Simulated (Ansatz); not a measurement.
# LiGdS2: the cost of one run

All numbers are computed with Ansatz 0.2.0 through its Python package. Level of theory: DFT PBEsol, plane waves, PAW.

### Step 1. The system

It takes space group P4/mmm (No. 123, tetragonal). The conventional cell has a = 3.950 Å, b = 3.950 Å, c = 5.356 Å, α = 90.00°, β = 90.00°, γ = 90.00°. Li (site symmetry 4/mmm) has 6 S at 2.68 to 2.79 Å as nearest neighbours. Gd (site symmetry 4/mmm) is surrounded by 6 S at 2.68 to 2.79 Å. Around S (site symmetry 4/mmm) lie 2 Li at 2.68 Å and 4 Gd at 2.79 Å. Around S (site symmetry 4/mmm) lie 2 Gd at 2.68 Å and 4 Li at 2.79 Å.

No structure file is read: the coordinates are typed or built in the script.

### Step 2. Script

orders.py reads:

```python
import ansatz
import numpy as np

XC = "pbesol"
ECUT = 380
KMESH = (7, 4, 6)
SIGMA = 0.01
TOLERANCE = 1e-08


def count_gap(report):
    # lowest empty less highest filled band, counting bands; zero where they overlap
    return max(report.get("gap_by_band_count_ev") or 0.0, 0.0)

CELL = [
    (3.95018188, 0.0, 0.0),
    (0.0, 7.90036376, 0.0),
    (0.0, 0.0, 5.35615775),
]
ATOMS = [
    ("Li", (0.0, 0.0, 0.0)),
    ("Gd", (0.5, 0.25, 0.5)),
    ("S", (0.0, 0.0, 0.5)),
    ("S", (0.5, 0.25, 0.0)),
    ("Li", (0.0, 0.5, 0.0)),
    ("Gd", (0.5, 0.75, 0.5)),
    ("S", (0.0, 0.5, 0.5)),
    ("S", (0.5, 0.75, 0.0)),
]


def with_moments(moments):
    crystal = ansatz.Crystal(lattice=ansatz.Lattice.of(CELL))
    for (symbol, position), moment in zip(ATOMS, moments):
        crystal = crystal.atom(symbol, position, moment=moment or None)
    return crystal

orders = {
    "FM": [0, 8.4, 0, 0, 0, 8.4, 0, 0],
    "AFM": [0, 8.4, 0, 0, 0, -8.4, 0, 0],
}

rows = []
for label, moments in orders.items():
    model = (
        with_moments(moments).calculation()
        .functional(XC)
        .pseudopotentials("paw")
        .basis(ECUT)
        .kpoints(*KMESH, shift=0.5)
        .occupations(ansatz.OccupationsMethod.METHFESSEL_PAXTON, width=SIGMA)
        .scf(tolerance=TOLERANCE)
        .spin("collinear")
        .band_table()
    )
    data = model.run(threads=1).report
    rows.append((label, data["free_energy_ev"], data["magnetization_mub"], data["absolute_magnetization_mub"], max(abs(m) for m in data["site_moments_mub"]), count_gap(data)))
    print(label, "site moments:", [round(m, 2) for m in data["site_moments_mub"]])

plain = (
    with_moments([0] * len(ATOMS)).calculation()
    .functional(XC)
    .pseudopotentials("paw")
    .basis(ECUT)
    .kpoints(*KMESH, shift=0.5)
    .occupations(ansatz.OccupationsMethod.METHFESSEL_PAXTON, width=SIGMA)
    .scf(tolerance=TOLERANCE)
    .band_table()
)
data = plain.run(threads=1).report
rows.append(("NM", data["free_energy_ev"], 0.0, 0.0, 0.0, count_gap(data)))

lowest = min(row[1] for row in rows)
rows = [(row[0], 1000 * (row[1] - lowest) / 2, *row[2:]) for row in sorted(rows, key=lambda row: row[1])]
lines = [",".join(["order", "meV/magnetic atom", "net muB", "absolute muB", "largest site muB", "gap by band count eV"])] + [",".join(f"{v:.4f}" if isinstance(v, float) else str(v) for v in row) for row in rows]
print("\n".join(lines))
with open("orders.csv", "w") as handle:
    handle.write("\n".join(lines) + "\n")
print("lowest of these starts:", rows[0][0])
```

### Step 3. What the engine is handed

The package turns the script's settings into the engine's input (first run):

```yaml
crystal:
  lattice:
    - [3.95018188, 0.0, 0.0]
    - [0.0, 7.90036376, 0.0]
    - [0.0, 0.0, 5.35615775]
  atoms:
    - { symbol: Li, position: [0.0, 0.0, 0.0] }
    - { symbol: Gd, position: [0.5, 0.25, 0.5], spin: 8.4 }
    - { symbol: S, position: [0.0, 0.0, 0.5] }
    - { symbol: S, position: [0.5, 0.25, 0.0] }
    - { symbol: Li, position: [0.0, 0.5, 0.0] }
    - { symbol: Gd, position: [0.5, 0.75, 0.5], spin: 8.4 }
    - { symbol: S, position: [0.0, 0.5, 0.5] }
    - { symbol: S, position: [0.5, 0.75, 0.0] }
basis:
  ecutwfc: 380.0
kpoints:
  mp_grid:
    grid: [7, 4, 6]
    shift: [0.5, 0.5, 0.5]
hamiltonian:
  xc: pbesol
  pseudopotentials:
    kind: paw
magnetization:
  spin_polarized: true
scf:
  convergence:
    dr2_threshold: 1.0e-08
  occupations:
    method: methfessel_paxton
    width: 0.01
output:
  eigenvalues: true
```

### Step 4. Running it

Launch:

```sh
$ python orders.py
```

Q: Estimate wall time and peak memory on 1 thread of Arm Neoverse V1, shared host.

About 76 s, with a peak of 0.65 GiB.
